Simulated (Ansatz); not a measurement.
# F2H4OW: the cost of one run

Program: Ansatz 0.2.0. Level of theory: RHF/def2-SVP. These are calculated values, not measurements.

### 1 The starting structure

Bond lengths: W1–O2 2.140 Å, O2–H3 1.010 Å, W1–H4 1.920 Å, W1–F5 1.850 Å, W1–H6 1.720 Å, W1–H7 1.720 Å, W1–F8 1.850 Å. Angles (14 of 16 angles, heavy atoms first): O2–W1–F5 90.0°, O2–W1–F8 153.5°, F5–W1–F8 90.0°, W1–O2–H3 84.1°, O2–W1–H4 39.3°, O2–W1–H6 116.5°, O2–W1–H7 90.0°, H4–W1–F5 90.0°, H4–W1–F8 114.3°, F5–W1–H6 90.0°, F5–W1–H7 180.0°, H6–W1–F8 90.0°, H7–W1–F8 90.0°, H4–W1–H6 155.7°.

Coordinates:

```xyz
8

W     0.0000    0.0000    0.0000
O     0.9539    0.0000    1.9156
H     0.0444   -0.2814    2.2528
H     1.7505    0.0000    0.7888
F     0.0000    1.8500    0.0000
H    -1.7200    0.0000    0.0000
H     0.0000   -1.7200    0.0000
F     0.0000    0.0000   -1.8500
```

### 2 A restrained relaxation towards end A

Springs on the bonds that form and break draw the guess towards this end; the thresholds are loose.

Input file input.yaml:

```yaml
crystal:
  periodic: [false, false, false]
  atoms:
    - { symbol: W, position_ang: [0.0, 0.0, 0.0] }
    - { symbol: O, position_ang: [0.9539, 0.0, 1.9156] }
    - { symbol: H, position_ang: [0.0444, -0.2814, 2.2528] }
    - { symbol: H, position_ang: [1.7505, 0.0, 0.7888] }
    - { symbol: F, position_ang: [0.0, 1.85, 0.0] }
    - { symbol: H, position_ang: [-1.72, 0.0, 0.0] }
    - { symbol: H, position_ang: [0.0, -1.72, 0.0] }
    - { symbol: F, position_ang: [0.0, 0.0, -1.85] }
basis:
  gaussian: { orbitals: def2-SVP }
hamiltonian:
  xc: hf
relax:
  f_tol: 0.15
  max_steps: 25
  restrain:
    - { distance: [1, 3], at: 2.21, k: 30.0 }
    - { distance: [0, 1], at: 1.94, k: 30.0 }
    - { distance: [0, 3], at: 1.72, k: 30.0 }
```

On the command line:

```
> ansatz run input.yaml --threads 1 --pin off --max-ram 2048MiB --backend cpu --events-out ev --progress --plain --runs-dir out
```

What time and memory should one allow on 1 thread of Arm Neoverse V2, shared host?

About 43 s, with a peak of 0.2 GiB.
